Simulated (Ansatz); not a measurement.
GeW: relaxation of cell and atoms with PBE+U

Crystal: GeW.

```
Ge W
1.0
     0.00000    2.57761    2.57761
     2.57761    0.00000    2.57761
     2.57761    2.57761    0.00000
Ge W
1 1
Direct
  0.50000 0.50000 0.50000
  0.00000 0.00000 0.00000
```

The cell was built by a generator and needn't be a form met in nature.

```json
{
  "Program": "Ansatz 0.2.0",
  "Task": "relaxation of cell and atoms",
  "Functional": "PBE",
  "Potentials or basis": "Ansatz PAW",
  "Cutoff": "420 eV (not typed: the program's choice for these potentials)",
  "k mesh": "9 × 9 × 9",
  "Occupations": "fermi-dirac, width 0.05 eV",
  "Spin": "no spin polarisation",
  "Hubbard terms": "W d U = 3 eV",
  "Hubbard projectors": "ortho-atomic (the default)",
  "Double counting": "fll (the default)"
}
```

```
Relaxed volume                         : 17.14 Å³/atom
Relaxed cell                           : a = 3.646 Å, b = 3.646 Å, c = 3.646 Å, α = 60.00°, β = 60.00°, γ = 60.00°
Space group after relaxing (to 0.05 Å) : Fm-3m (No. 225)
Energy gained by relaxing              : 0.0 meV/atom
Ionic steps                            : 4
Pressure after relaxing                : 0.0 GPa
Band gap on the k mesh                 : none (metal or under the smearing width)
```

Final structure:
```xyz
2
Lattice="0.0000 2.5781 2.5781 2.5781 0.0000 2.5781 2.5781 2.5781 0.0000" Properties=species:S:1:pos:R:3 pbc="T T T"
Ge    2.5781    2.5781    2.5781
W     0.0000    0.0000    0.0000
```

Levels at points of the mesh, in eV from the Fermi level:
| k point | band 11 | band 12 | band 13 | band 14 | band 15 | band 16 | band 17 | band 18 |
| --- | --- | --- | --- | --- | --- | --- | --- | --- |
| (0.00, 0.00, 0.00) | -1.56 | -1.56 | -1.56 | -1.07 | -1.07 | 2.39 | 2.39 | 2.39 |

Eigenvalues of the final occupation matrices:
| site | spin | trace | eigenvalues |
| --- | --- | --- | --- |
| site 1 | 1 | 2.57 | 0.48 0.48 0.48 0.57 0.57 |

It took 4.8 s on 2 threads of Arm Neoverse V1, with other jobs on the host, peak memory 0.34 GiB.

Caveat: the plane-wave basis is chosen anew once the cell has moved, so the energies of steps on either side of that aren't comparable; U without spin polarisation on a metal has little footing; the U is typed as a test and isn't derived for this compound. Spin-orbit coupling is left out, which matters for the levels of W.
